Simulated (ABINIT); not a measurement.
The system is MnS.

```
Mn S
1.0
     0.00000    2.60450    2.60450
     2.60450    0.00000    2.60450
     2.60450    2.60450    0.00000
Mn S
1 1
Direct
  0.00000 0.00000 0.00000
  0.50000 0.50000 0.50000
```

- Program: ABINIT 10.8.3 (patched build)
- Task: relaxation of cell and atoms
- Functional: LDA
- Potentials or basis: JTH PAW LDA v2.0
- Cutoff: 707 eV
- k mesh: 7 × 7 × 7
- Occupations: fermi-dirac, width 0.05 eV
- Spin: collinear spin, ferromagnetic start
- Starting moments: [4.0, 0.0] μB
- Hubbard terms: Mn d U = 4.5 eV, J = 0.5 eV

At the start: pressure -11.4 GPa; volume 17.67 Å³/atom.

Task: How do energy, volume and symmetry change on relaxing?

Result: Over 7 steps the energy falls by 560.5 meV/atom and the volume is 14.71 Å³/atom (-16.7 %); space group Fm-3m (No. 225, to 0.05 Å); moment 1.00 μB per cell.

The path:
```
step  energy change (eV)  largest force (eV/Å)  pressure (GPa)  volume (Å³)
   1              0.0000                0.0000          -11.42        35.33
   2             -0.0813                0.0000          -10.05        34.11
   3             -1.0919                0.0000            6.07        27.76
   4             -1.1203                0.0000           -0.69        29.76
   5             -1.1209                0.0000           -0.26        29.54
   6             -1.1210                0.0000            0.06        29.40
   7             -1.1210                0.0000            0.00        29.42
```

Final structure:
```xyz
2
Lattice="0.0000 2.4503 2.4503 2.4503 0.0000 2.4503 2.4503 2.4503 0.0000" Properties=species:S:1:pos:R:3 pbc="T T T"
Mn    0.0000    0.0000    0.0000
S     2.4503    2.4503    2.4503
```

Caveat: the electronic state changed during the relaxation; the volume moved by over 15 % at a fixed basis, so the end points are rough; the volume moved by -17 % from the deposited cell, more than functionals usually miss; the moment fell far below its start of 4 μB, so a state of higher moment may lie lower in energy; a cell with one magnetic atom can't hold antiferromagnetic order, which such compounds often take.
